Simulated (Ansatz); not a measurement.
# BrH5OSi: the cost of one run

Method: PBE0-D4, def2-SVP first, then def2-TZVP; program: Ansatz 0.2.0, Gaussian basis.

152 further runs of the same task are left out: 152 set aside as unsound or not needed.

### Step 1. The starting structure

The guess: 8 atoms, charge 0, spin multiplicity 1.

Atoms are counted from 1 here; the program's logs count them from 0.

Bond lengths: Si1–O2 1.851 Å, Si1–H3 1.485 Å, Si1–H4 1.444 Å, Si1–H5 1.448 Å, O2–H6 1.020 Å, O2–H8 0.963 Å. Angles: O2–Si1–H3 90.5°, O2–Si1–H4 106.2°, O2–Si1–H5 110.0°, H3–Si1–H4 103.9°, H3–Si1–H5 103.1°, H4–Si1–H5 134.1°, Si1–O2–H6 99.8°, Si1–O2–H8 119.6°, H6–O2–H8 114.5°.

Geometry (Å):

```xyz
8
BrH5OSi
Si   -0.2943   -0.2730   -0.7096
O     0.3198   -0.3352    1.0359
H    -0.9304   -1.6043   -0.5460
H     0.8503   -0.5375   -1.5499
H    -1.4286    0.6228   -0.8046
H     0.7595    0.5830    1.0974
Br    1.0189    2.0767   -0.2739
H    -0.2953   -0.5326    1.7506
```

Distances that are to change: Si1–Br7 2.73 Å, O2–H6 1.02 Å, Si1–O2 1.85 Å, H6–Br7 2.04 Å.

### Step 2. Constrained relaxation of the guess

File hold/in.yaml:

```yaml
crystal:
  periodic: [false, false, false]
  atoms:
    - {symbol: Si, position_ang: [-0.294300, -0.273000, -0.709600]}
    - {symbol: O, position_ang: [0.319800, -0.335200, 1.035900]}
    - {symbol: H, position_ang: [-0.930400, -1.604300, -0.546000]}
    - {symbol: H, position_ang: [0.850300, -0.537500, -1.549900]}
    - {symbol: H, position_ang: [-1.428600, 0.622800, -0.804600]}
    - {symbol: H, position_ang: [0.759500, 0.583000, 1.097400]}
    - {symbol: Br, position_ang: [1.018900, 2.076700, -0.273900]}
    - {symbol: H, position_ang: [-0.295300, -0.532600, 1.750600]}
basis:
  gaussian: {orbitals: def2-SVP}
hamiltonian: {xc: pbe0, dispersion: d4}
relax: {f_tol: 0.04, max_steps: 150, escape_saddle: false, constraints: [{distance: [0, 6]}, {distance: [1, 5]}, {distance: [0, 1]}, {distance: [5, 6]}]}
```

On the command line:

```console
ansatz run in.yaml --threads 4 --pin off --events-out ev --progress --plain --max-ram 9574MiB
```

**Question.** How long does this run take on 4 threads of Arm Neoverse V1, shared host?

About 8 s.
